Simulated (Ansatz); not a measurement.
**BGeC+ (triplet): from Hartree-Fock to the top rungs, cc-pVDZ**

One table from this session's results is given with a row withheld; the runs are named, their logs left out.

Method: cc-pVDZ, core rule «outside noble gas», up to 16 orbitals frozen; program: Ansatz 0.2.0, Gaussian basis.

To be run: UHF; CCSD(T) on ROHF; CCSD(T) on UHF; BCCD(T) on ROHF; CISD as a restricted active space (open shells left free, so some higher excitations enter); CCSDT(Q) on ROHF; CCSDT(Q) on UHF; CASSCF and MRCISD+Q, 10 electrons in 10 orbitals; CASSCF and NEVPT2, 10 electrons in 10 orbitals.

26 further runs of the same task are left out: 15 that didn't finish, 11 set aside as unsound or not needed. Runs told in other sessions of the task aren't counted.

### The system

The geometry is a PBE0/def2-TZVP stationary point (not a proven minimum) of the parent state, kept for this charge and spin. No spin-orbit coupling is included. The filled d shell of Ge may be among the frozen orbitals whatever the setting's name suggests.

3 atoms, charge 1, spin multiplicity 3.

Atoms are counted from 1 here; the program's logs count them from 0.

Bond lengths: C1–B2 1.404 Å, B2–Ge3 2.019 Å. Angles: C1–B2–Ge3 180.0°.

Set-up of the first run:

File in.yaml:

```yaml
crystal:
  periodic: [false, false, false]
  atoms:
    - {symbol: C, position_ang: [0.000000, 0.000000, -1.609400]}
    - {symbol: B, position_ang: [0.000000, 0.000000, -0.204900]}
    - {symbol: Ge, position_ang: [0.000000, 0.000000, 1.814300]}
basis:
  gaussian: {orbitals: cc-pVDZ}
total_charge: 1
magnetization: {spin_polarized: true, initial_magnetization: 2}
hamiltonian: {xc: hf}
output: {orbitals: {seedname: orbitals}}
```

Launch:

```
> ansatz run in.yaml --threads 1 --pin off --events-out ev --progress --plain --max-ram 2393MiB
```

Steps of the session up to this table: UHF; CCSD(T) on ROHF; CCSD(T) on UHF; BCCD(T) on ROHF; CISD as a restricted active space (open shells left free, so some higher excitations enter); CCSDT(Q) on ROHF; CCSDT(Q) on UHF; CASSCF and MRCISD+Q, 10 electrons in 10 orbitals; CASSCF and NEVPT2, 10 electrons in 10 orbitals.

One of the session's tables, all rows but one given; the rest of the session is left out.

```
   method  from RCCSDT(Q) (kJ/mol)
     ROHF                   +681.7
      UHF                   +591.0
     RMP2                   +160.6
     UMP2                   +173.1
     CISD                   +110.3
    RCCSD                    +45.8
    UCCSD                        ?
 RCCSD(T)                    +12.3
 UCCSD(T)                    +15.4
  BCCD(T)                    +12.4
   RCCSDT                     +4.3
   UCCSDT                     +3.7
RCCSDT(Q)                        0
UCCSDT(Q)                     -0.4
```

Estimate the missing values for UCCSD.

As computed: from RCCSDT(Q) (kJ/mol): +42.9. In the column «from RCCSDT(Q) (kJ/mol)» it lies between UCCSD(T) (+15.4) and RCCSD (+45.8).

Left out of the table: CASSCF frontier, NEVPT2 frontier, MRCISD frontier, MRCISD+Q frontier (the active space lost an orbital or holds another state than full CI finds).

To keep in mind: The determinant of HF (⟨S²⟩ 2.73) is far from a pure spin state, so its energy mixes those of several spin states; that is harmless only where they are near-degenerate. The determinant of CCSD(T) (⟨S²⟩ 2.72) is far from a pure spin state, so its energy mixes those of several spin states; high orders of coupled cluster remove much of that, low ones don't. The determinant of CCSDT(Q) (⟨S²⟩ 2.72) is far from a pure spin state, so its energy mixes those of several spin states; high orders of coupled cluster remove much of that, low ones don't. Warnings: spin contamination; large T1 diagnostic. Restricted and unrestricted rows rest on different reference determinants; a gap between their highest levels can come from leftover correlation error, from unlike frozen cores or from another state. Warnings in the runs' records: passed over end.
